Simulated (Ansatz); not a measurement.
**GeNH₃ (triplet): wave-function methods side by side at a displaced geometry (v1), cc-pVDZ**

How much of the correlation energy of GeNH₃ (triplet) does each wave-function method recover here?

Method: cc-pVDZ, core rule «outside noble gas», up to 15 orbitals frozen; program: Ansatz 0.2.0, Gaussian basis.

To be run: UHF; CCSD(T) on ROHF; CCSD(T) on UHF; BCCD(T) on ROHF; CISD; CCSDT(Q) on ROHF; CCSDT(Q) on UHF.

28 further runs of the same task are left out: 15 that didn't finish, 13 set aside as unsound or not needed.

## 1. The geometry

The geometry is a PBE0/def2-TZVP stationary point (not a proven minimum) with its atoms shifted at random (size 0.040 Å). No spin-orbit coupling is included. The filled d shell of Ge may be among the frozen orbitals whatever the setting's name suggests; the logs give the count.

5 atoms, charge 0, spin multiplicity 3.

Atoms are counted from 1 here; the program's logs count them from 0.

Bond lengths: Ge1–N2 1.894 Å, Ge1–H3 1.564 Å, Ge1–H4 1.545 Å, Ge1–H5 1.633 Å. Angles: N2–Ge1–H3 106.6°, N2–Ge1–H4 110.4°, N2–Ge1–H5 110.2°, H3–Ge1–H4 113.4°, H3–Ge1–H5 107.7°, H4–Ge1–H5 108.5°.

## 2. UHF

Input file in.yaml:

```yaml
crystal:
  periodic: [false, false, false]
  atoms:
    - {symbol: Ge, position_ang: [-0.278348, 0.000169, 0.004339]}
    - {symbol: N, position_ang: [1.615179, -0.001568, -0.012741]}
    - {symbol: H, position_ang: [-0.723504, 1.498965, -0.046371]}
    - {symbol: H, position_ang: [-0.805680, -0.754091, 1.244915]}
    - {symbol: H, position_ang: [-0.855993, -0.735288, -1.334193]}
basis:
  gaussian: {orbitals: cc-pVDZ}
magnetization: {spin_polarized: true, initial_magnetization: 2}
hamiltonian: {xc: hf}
output: {orbitals: {seedname: orbitals}}
```

Run with:

```console
$ ansatz run in.yaml --threads 1 --pin off --events-out ev --progress --plain --max-ram 2393MiB
```

After this run come: CCSD(T) on ROHF; CCSD(T) on UHF; BCCD(T) on ROHF; CISD; CCSDT(Q) on ROHF; CCSDT(Q) on UHF.

Before running them: what should the planned runs give, taken together? Wanted: UCCSDT(Q) below the RHF energy; RMP2 from UCCSDT(Q); UMP2 from UCCSDT(Q); RCCSD from UCCSDT(Q); RCCSD(T) from UCCSDT(Q); UCCSD(T) from UCCSDT(Q); RCCSDT(Q) from UCCSDT(Q); T1 diagnostic.

**Answer**, as computed:

| quantity | value |
| --- | --- |
| UCCSDT(Q) below the RHF energy | -6.8284 eV |
| RMP2 from UCCSDT(Q) | +30.24 kcal/mol |
| UMP2 from UCCSDT(Q) | +30.07 kcal/mol |
| RCCSD from UCCSDT(Q) | +4.15 kcal/mol |
| RCCSD(T) from UCCSDT(Q) | +0.93 kcal/mol |
| UCCSD(T) from UCCSDT(Q) | +0.89 kcal/mol |
| RCCSDT(Q) from UCCSDT(Q) | +0.05 kcal/mol |
| levels within 1 kcal/mol (43 meV) | RCCSD(T), UCCSD(T), BCCD(T), RCCSDT, UCCSDT, RCCSDT(Q) |
| T1 diagnostic | 0.021 |

**Reading.** RCCSD(T) misses by +0.93 kcal/mol, 0.6 % of the correlation energy. These misses are within one basis, not against nature; the frozen cores of restricted and unrestricted runs differ, which can shift their rows.
